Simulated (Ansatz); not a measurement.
This script drives Ansatz 0.2.0, Python API.

Script `cazn2sb2.py`:
```python
"""Lattice dynamics of CaZn2Sb2 in a supercell."""

from pathlib import Path

import ansatz
import numpy as np
from pymatgen.core import Lattice, Structure
from pymatgen.io.ase import AseAtomsAdaptor

pmg_structure = Structure(
    Lattice([[4.441, 0.0, 0.0], [-2.2205, 3.84602, 0.0], [0.0, 0.0, 7.464]]),
    ["Ca", "Zn", "Zn", "Sb", "Sb"],
    [
        [0.0, 0.0, 0.0],
        [1 / 3, 2 / 3, 0.6307],
        [2 / 3, 1 / 3, 0.3693],
        [1 / 3, 2 / 3, 0.2571],
        [2 / 3, 1 / 3, 0.7429],
    ],
)
system = ansatz.Crystal.from_ase(AseAtomsAdaptor.get_atoms(pmg_structure))

# the cell itself: zone-centre modes alone
job = system.calculation()
job = job.functional("lda")
job = job.basis(35 * ansatz.Ry)
job = job.occupations("fermi_dirac", width=0.1)
job = job.kpoints(5, 5, 3).phonons("fd", supercell=1)
outcome = job.run(runs_dir="phonon_runs")
folder = Path(outcome.output_folder) / "results"
ph = outcome.phonons

for mode, w in enumerate(ph.gamma_omega_inv_cm, start=1):
    print(f"Gamma mode {mode:2d}: {w:8.1f} 1/cm  {w / 33.35641:7.3f} THz")
print(f"{ph.n_members} displaced supercells, sum-rule residual {ph.asr_residual_pre_ev_ang2:.1e} eV/A^2")
optical = np.sort(ph.gamma_omega_inv_cm)
print("imaginary modes at Gamma:", int((optical < -10).sum()), "- highest mode", round(float(optical[-1]), 1), "1/cm")
```

It is started by `python cazn2sb2.py`. Estimate its wall time and peak memory on 1 thread of Arm Neoverse V1 (shared host).

It took about 71 s, with a peak of 0.59 GiB, for 1 run of the engine.

```console
$ python cazn2sb2.py
RunWarning: on the 16×16×9 q-mesh 8 entries of the irreducible table, 6.944e-3 modes per cell, the lowest at -9.26 cm⁻¹, stand at or below zero and are read as no rigid motion or as one in doubt: the zero-point energy, F, S and C_V leave that weight out. The structure may be unstable at those wave vectors; or the force constants reach too short, and between the wave vectors that fix them their interpolation takes a soft branch below zero: a larger extent of the force constants (supercell or [...]
Gamma mode  1:      0.0 1/cm    0.000 THz
Gamma mode  2:      0.0 1/cm    0.000 THz
Gamma mode  3:      0.0 1/cm    0.000 THz
Gamma mode  4:     38.1 1/cm    1.141 THz
Gamma mode  5:     38.1 1/cm    1.141 THz
Gamma mode  6:     92.4 1/cm    2.771 THz
Gamma mode  7:    120.3 1/cm    3.608 THz
Gamma mode  8:    120.3 1/cm    3.608 THz
Gamma mode  9:    125.4 1/cm    3.761 THz
Gamma mode 10:    125.7 1/cm    3.769 THz
Gamma mode 11:    154.7 1/cm    4.636 THz
Gamma mode 12:    154.7 1/cm    4.636 THz
Gamma mode 13:    156.1 1/cm    4.680 THz
Gamma mode 14:    156.1 1/cm    4.680 THz
Gamma mode 15:    166.0 1/cm    4.977 THz
5 displaced supercells, sum-rule residual 9.7e-04 eV/A^2
imaginary modes at Gamma: 0 - highest mode 166.0 1/cm
```
(Warnings from the package without file and line, shortened.)

Notes:
- The cell isn't relaxed first, so the values belong to this volume.
- The mesh is modest for a metal, so energies can be off by several to tens of meV an atom and pressures by half a GPa or more; differences at equal mesh fare better.
- No non-analytic term is added, so at the zone centre the longitudinal optical modes of a polar crystal aren't split off.
- Some modes are imaginary (printed negative) at these settings, from an unstable structure or from unconverged force constants, so sums over modes carry no meaning.
- The structure is a deposited one; some such entries were measured under pressure or heat, so a shift against it needn't be the functional's error alone.
- The structure is taken as given and the supercell is small; imaginary modes can come from an unrelaxed or unstable start.

(Lines on the test bed's own set-up are left out of the output.)
